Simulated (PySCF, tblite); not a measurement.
# C3H9ClGeO: geometry, infrared bands and NMR shifts

Wanted: the infrared bands and NMR shifts of C3H9ClGeO (`C[O][Ge]([CH3])([CH3])[Cl]`), by calculation.

Computed with tblite 0.8.0 and PySCF 2.14.0, with density-fitted response routines of our own, on a single molecule in the gas phase. Atoms count from 0, in the outputs and in this text.

## Step 1: The starting structure

15 atoms, charge 0, multiplicity 1; geometry from: force field or distance geometry start.

Bonds of the start (Å): C0–O1 1.41, O1–Ge2 1.79, Ge2–C3 1.96, Ge2–C4 1.95, Ge2–Cl5 2.16, C0–H6 1.11, C0–H7 1.12, C0–H8 1.11, C3–H9 1.11, C3–H10 1.11, C3–H11 1.10, C4–H12 1.11, C4–H13 1.11, C4–H14 1.11.

## Step 2: Geometry optimisation with GFN2-xTB

What the job is given:

```
{"job": {"kind": "relax", "xc": "GFN2-xTB", "basis": "xTB"}, "charge": 0, "multiplicity": 1}
C      1.721100    -1.485800     0.263000
O      1.556400    -0.094100     0.075200
Ge    -0.160000     0.322200     0.368900
C     -0.396600     2.241200     0.062600
C     -1.333800    -0.629800    -0.862700
Cl    -0.749000    -0.131800     2.401700
H      1.142200    -2.047500    -0.505900
H      1.425500    -1.791200     1.294100
H      2.788900    -1.742100     0.135200
H     -1.460300     2.509100     0.248400
H      0.250000     2.793400     0.772500
H     -0.117500     2.478700    -0.970800
H     -0.982200    -0.468100    -1.898700
H     -1.317600    -1.712500    -0.636500
H     -2.371300    -0.233900    -0.768800
```

The run is started by

```console
> OMP_NUM_THREADS=1 python probes_run.py task.json out
```

The driver reads the jobs from task.json and runs them one after another.

**Question.** This job is followed by: GFN2-xTB harmonic vibrations, gas phase; GIAO PBE0/pcSseg-1 NMR shielding, non-relativistic, gas phase. What will the session give for the following? strongest single infrared mode (GFN2-xTB); zero-point energy (GFN2-xTB); ¹³C shifts against TMS (PBE0/pcSseg-1, means over atoms taken as alike); ¹H shifts against TMS (PBE0/pcSseg-1, means over atoms taken as alike); ¹⁷O shifts against H2O (PBE0/pcSseg-1); ⁷³Ge shifts against GeMe4 (PBE0/pcSseg-1); ³⁵Cl shifts against HCl (PBE0/pcSseg-1).

The runs gave:

| quantity | value |
| --- | --- |
| strongest single infrared mode (GFN2-xTB) | 783 cm⁻¹, 173 km/mol |
| zero-point energy (GFN2-xTB) | 70.6 kcal/mol |
| ¹³C shifts against TMS (PBE0/pcSseg-1, means over atoms taken as alike) | 54.8, 7.6 ppm |
| ¹H shifts against TMS (PBE0/pcSseg-1, means over atoms taken as alike) | 3.89, 0.75 ppm |
| ¹⁷O shifts against H2O (PBE0/pcSseg-1) | 51.0 ppm |
| ⁷³Ge shifts against GeMe4 (PBE0/pcSseg-1) | 128 ppm |
| ³⁵Cl shifts against HCl (PBE0/pcSseg-1) | 21 ppm |

What this shows: The optimisation took 82 steps and gained 0.336 eV; among the close pairs (by a distance rule), Ge2–C4 changed most, from 1.950 to 2.002 Å. No mode is imaginary among the 39: a minimum at this level. The strongest single mode, at 783 cm⁻¹, is carried by H11, H9, H12, C3. Unscaled tight-binding wavenumbers are off by several per cent, some by more. Its intensities can rank the bands wrongly. C0 (methyl carbon bonded to O) lies farthest downfield among carbon, at 54.8 ppm; pulled downfield by the heteroatom. The most deshielded hydrogen is H6, H7, H8 (mean) (hydrogen on a methyl carbon bonded to O), at 3.89 ppm: its carbon carries O, which withdraws density. At PBE0/pcSseg-1: The largest span, 188 ppm, is at Cl5, where the paramagnetic term is -221 ppm. Spin-orbit coupling is left out, which matters for shieldings and couplings at and beside the heavy atoms.
